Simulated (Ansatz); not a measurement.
# CH2FNSSi (SMILES FC1=N[SiH2]S1) at CCSD/cc-pVDZ

Aim: the vertical ionisation energy of CH2FNSSi at CCSD/cc-pVDZ, from 2 runs. 

The results are computed with Ansatz 0.2.0.

111 further runs of the same task are left out: 111 set aside as unsound or not needed. Runs told in other sessions of the task aren't counted.

## Step 1: The molecule

CH2FNSSi: 7 atoms, total charge 0, spin state singlet. SMILES: `FC1=N[SiH2]S1`. The coordinates come from a PBE0-D4/def2-TZVP relaxation.

Bond lengths: F1–C2 1.316 Å, C2–N3 1.264 Å, N3–Si4 1.755 Å, C2–S5 1.779 Å, Si4–S5 2.172 Å, Si4–H6 1.478 Å, Si4–H7 1.478 Å. Some angles: F1–C2–N3 124.1°, F1–C2–S5 117.1°, N3–C2–S5 118.7°, C2–N3–Si4 91.5°, N3–Si4–S5 83.4°, C2–S5–Si4 66.4°, N3–Si4–H6 115.0°, N3–Si4–H7 115.0°, S5–Si4–H6 114.2°, S5–Si4–H7 114.2°.

## Step 2: A single-point energy at CCSD/cc-pVDZ

File in.yaml:

```yaml
crystal:
  periodic: [false, false, false]
  atoms:
    - {symbol: F, position_ang: [1.147800, -1.939300, 1.137100]}
    - {symbol: C, position_ang: [0.551100, -0.929900, 0.538600]}
    - {symbol: N, position_ang: [-0.672300, -0.915900, 0.221400]}
    - {symbol: Si, position_ang: [-0.525200, 0.696600, -0.454900]}
    - {symbol: S, position_ang: [1.547900, 0.494500, 0.161700]}
    - {symbol: H, position_ang: [-1.272100, 1.746800, 0.268200]}
    - {symbol: H, position_ang: [-0.716300, 0.779100, -1.917900]}
basis:
  gaussian:
    orbitals: cc-pVDZ
correlation:
  method: ccsd
  frozen_orbitals: {C: 1, F: 1, H: 0, "N": 1, S: 5, Si: 5}
scf:
  omitted_lower_state_checks: [cluster_reference, increment]
accuracy: high
```

Run with:

```console
ansatz run in.yaml --threads 1 --pin off --max-ram 2610MiB --events-out events.jsonl --progress --plain --runs-dir runs
```

Log (excerpt; [...] marks lines left out):

```text
Warning: RAYON_NUM_THREADS=1 ignored (pool sized by the plan → 1); use --threads N
Functional definition: HF
  name "HF"
[...]
2031 factors; integrals over basis functions are off by at most 3.5e-9 eV
[...]
mean field -23929.52983736 eV, -879.3940015052 hartree, gradient 1.5e-8 eV, S^2 0.000000; 0 other end points of the search recorded, 0 dependent functions left out
13 core orbitals not correlated: weight in the atoms' cores, before any rotation towards them, 1.000 or more for the frozen orbitals, at most 0.000 for the correlated occupied ones
reference -23929.52983736 eV, -879.3940015052 hartree; 14, 14 occupied and 61, 61 virtual orbitals, 2031 factors
second order -18.87283854 eV of doubles, -0.00000000 eV of singles
cycle   1  -19.00680577 eV  change   -1.3e-1 eV  update   1.2e-1
[...]
cycle  22  -19.67998477 eV  change  -4.0e-10 eV  update   1.0e-9
Total energy: -23949.20982213 eV, -880.1172276059 hartree
Checks for a lower state left out: cluster_reference, increment
```

Wall time 18 s (1 thread of Arm Neoverse V2, shared host); peak memory 0.48 GiB.

## Step 3: The doublet cation at the same level

File run.yaml:

```yaml
crystal:
  periodic: [false, false, false]
  atoms:
    - {symbol: F, position_ang: [1.147800, -1.939300, 1.137100]}
    - {symbol: C, position_ang: [0.551100, -0.929900, 0.538600]}
    - {symbol: "N", position_ang: [-0.672300, -0.915900, 0.221400]}
    - {symbol: Si, position_ang: [-0.525200, 0.696600, -0.454900]}
    - {symbol: S, position_ang: [1.547900, 0.494500, 0.161700]}
    - {symbol: H, position_ang: [-1.272100, 1.746800, 0.268200]}
    - {symbol: H, position_ang: [-0.716300, 0.779100, -1.917900]}
basis:
  gaussian: {orbitals: cc-pVDZ}
total_charge: 1
magnetization: {spin_polarized: true, initial_magnetization: 1}
correlation: {method: ccsd, frozen_orbitals: {C: 1, F: 1, H: 0, "N": 1, S: 5, Si: 5}}
accuracy: high
scf: {omitted_lower_state_checks: [cluster_reference, increment]}
```

Run with:

```console
ansatz run run.yaml --threads 1 --pin off --max-ram 2610MiB --events-out events.jsonl --progress --plain --runs-dir runs
```

Log (excerpt; [...] marks lines left out):

```text
Warning: RAYON_NUM_THREADS=1 ignored (pool sized by the plan → 1); use --threads N
[... 2 set-up lines as earlier in the session ...]
[...]
2030 factors; integrals over basis functions are off by at most 4.0e-9 eV
[...]
mean field -23920.49167768 eV, -879.0618552632 hartree, gradient 6.0e-8 eV, S^2 0.907713; 5 other end points of the search recorded, 0 dependent functions left out
13 core orbitals not correlated: weight in the atoms' cores, before any rotation towards them, 1.000 or more for the frozen orbitals, at most 0.000 for the correlated occupied ones
reference -23920.49167768 eV, -879.0618552632 hartree; 14, 13 occupied and 61, 62 virtual orbitals, 2030 factors
second order -17.76426297 eV of doubles, -0.00000000 eV of singles
cycle   1  -18.14586747 eV  change   -3.8e-1 eV  update   1.3e-1
[...]
cycle  34  -18.99130804 eV  change    1.3e-9 eV  update  5.1e-10
Total energy: -23939.48298572 eV, -879.7597729610 hartree
Checks for a lower state left out: cluster_reference, increment
```

Run time: 80 s. Hardware: 1 thread of Arm Neoverse V2, shared host; peak memory 0.9 GiB.

## Step 4: What came out

At CCSD/cc-pVDZ, 13 core orbitals frozen:

```
                                                      quantity          value
                                singlet CH2FNSSi: total energy  -880.11723 Eh
singlet CH2FNSSi: correlation energy (13 core orbitals frozen)     -723.2 mEh
                               singlet CH2FNSSi: T1 diagnostic          0.015
                                  doublet cation: total energy  -879.75977 Eh
  doublet cation: correlation energy (13 core orbitals frozen)     -697.9 mEh
             doublet cation: ⟨S²⟩ of the reference determinant          0.908
                                 doublet cation: T1 diagnostic          0.027
            vertical ionisation energy (to the doublet cation)       9.727 eV
```

Removing an electron at fixed nuclei costs 9.73 eV (224 kcal/mol). ⟨S²⟩ (doublet cation) is 0.91 where a pure doublet has 0.75: the reference is spin-contaminated.
